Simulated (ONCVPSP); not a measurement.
# An ONCV potential for Tc, from input to tests

Task: generate the file, and judge it by its errors in other configurations, its logarithmic derivatives, its ghosts and its cutoff.

Method: ONCVPSP 4.0.1, PBEsol, scalar-relativistic.

### Step 1. The atom and the settings

Typed settings, in words:

* element: technetium (Tc, Z = 43)
* type: optimised norm-conserving Vanderbilt (ONCV)
* frozen core: [Ar] 3d10
* valence charge: 15
* reference configuration: 4s2 4p6 4d5 5s2
* partial waves: 4s+5s: rc 1.75 bohr, ncon 4, nbas 8, qcut 8.8 1/bohr, 2 projectors; 4p: rc 1.55 bohr, ncon 4, nbas 7, qcut 11.3 1/bohr, 2 projectors, debl 2.7 Ha; 4d: rc 1.65 bohr, ncon 4, nbas 9, qcut 5.2 1/bohr, 2 projectors, debl 1.4 Ha
* local potential: polynomial inside 1.55 bohr (lpopt 3, dvloc0 4 Ha)
* core correction: not asked for

The outer shells as boxes (Hund's rule for the drawing; the calculation is spin-unpolarised):

```
[Ar] core
3d [↑↓][↑↓][↑↓][↑↓][↑↓]
4s [↑↓]
4p [↑↓][↑↓][↑↓]
4d [↑ ][↑ ][↑ ][↑ ][↑ ]
5s [↑↓]
```

The nodes and maxima of the atom's own shells, from an earlier all-electron run, set the scale for the radii.

All-electron outer shells of the reference configuration (PBEsol, scalar-relativistic, ld1.x):

| shell | level (eV) | outermost node (bohr) | outermost maximum (bohr) |
| --- | --- | --- | --- |
| 3d | -249.88 | – | 0.31 |
| 4s | -73.32 | 0.50 | 0.95 |
| 4p | -45.30 | 0.51 | 1.03 |
| 4d | -6.67 | 0.50 | 1.27 |
| 5s | -5.08 | 1.28 | 2.72 |
| 5p | -1.38 | 1.45 | 3.63 |

### Step 2. Generating the potential

Input file Tc.dat:

```
# ATOM AND REFERENCE CONFIGURATION
# atsym  z   nc   nv     iexc    psfile
  Tc 43.00    6    4  -116133      upf
#
#   n    l    f
    1    0    2.00
    2    0    2.00
    2    1    6.00
    3    0    2.00
    3    1    6.00
    3    2   10.00
    4    0    2.00
    4    1    6.00
    4    2    5.00
    5    0    2.00
#
# PSEUDOPOTENTIAL AND OPTIMIZATION
# lmax
    2
#
#   l,   rc,      ep,       ncon, nbas, qcut
    0    1.75    0.00    4    8    8.80
    1    1.55    0.00    4    7   11.30
    2    1.65    0.00    4    9    5.20
#
# LOCAL POTENTIAL
# lloc, lpopt,  rc(5),   dvloc0
    4    3    1.55    4.00
#
# VANDERBILT-KLEINMAN-BYLANDER PROJECTORs
# l, nproj, debl
    0    2    3.00
    1    2    2.70
    2    2    1.40
#
# MODEL CORE CHARGE
# icmod, fcfact, rcfact
    0    0.00    0.00
#
# LOG DERIVATIVE ANALYSIS
# epsh1, epsh2, depsh
   -4.00    5.00    0.02
#
# OUTPUT GRID
# rlmax, drl
    6.00    0.01
#
# TEST CONFIGURATIONS
# ncnf
    4
# nvcnf
#   n    l    f
    4
    4    0    2.00
    4    1    6.00
    4    2    5.00
    5    0    1.00
#
    4
    4    0    2.00
    4    1    6.00
    4    2    5.00
    5    0    0.00
#
    4
    4    0    2.00
    4    1    6.00
    4    2    4.00
    5    0    0.00
#
    5
    4    0    2.00
    4    1    6.00
    4    2    5.00
    5    0    0.00
    5    1    1.00
#
```

The run is started by

```sh
$ oncvpsp.x < Tc.dat > Tc.out
```

Q: Predict the outcome of this session. Wanted: cutoffs for 1 and 0.1 mHa per electron, occupied waves; bound ghosts; GHOST(+) flags; largest test error; largest phase difference near zero energy, channels read.

The runs gave:

| quantity | value |
| --- | --- |
| cutoffs for 1 and 0.1 mHa per electron, occupied waves | 70 Ha and 112 Ha |
| bound ghosts | none found |
| GHOST(+) flags | s at 954 eV |
| largest test error (AE − PS) | -4.2 meV, for 4s2 4p6 4d5 5s0 |
| largest phase difference near zero energy, channels read | 0.000 rad |

**Reading.** By total energies transferability is very good: the largest error is 4.2 meV on 23.0 eV, for 4s2 4p6 4d5 5s0. By its cutoff, 70 Ha for the looser tolerance, it is very hard. At the looser tolerance the 4d wave is the slowest; 4p needs 36 Ha. It is free of bound ghosts as far as tested. Near zero energy the phases of the channels with partial waves agree within 0.001 rad. The program also flags highly localised states, GHOST(+) (s).
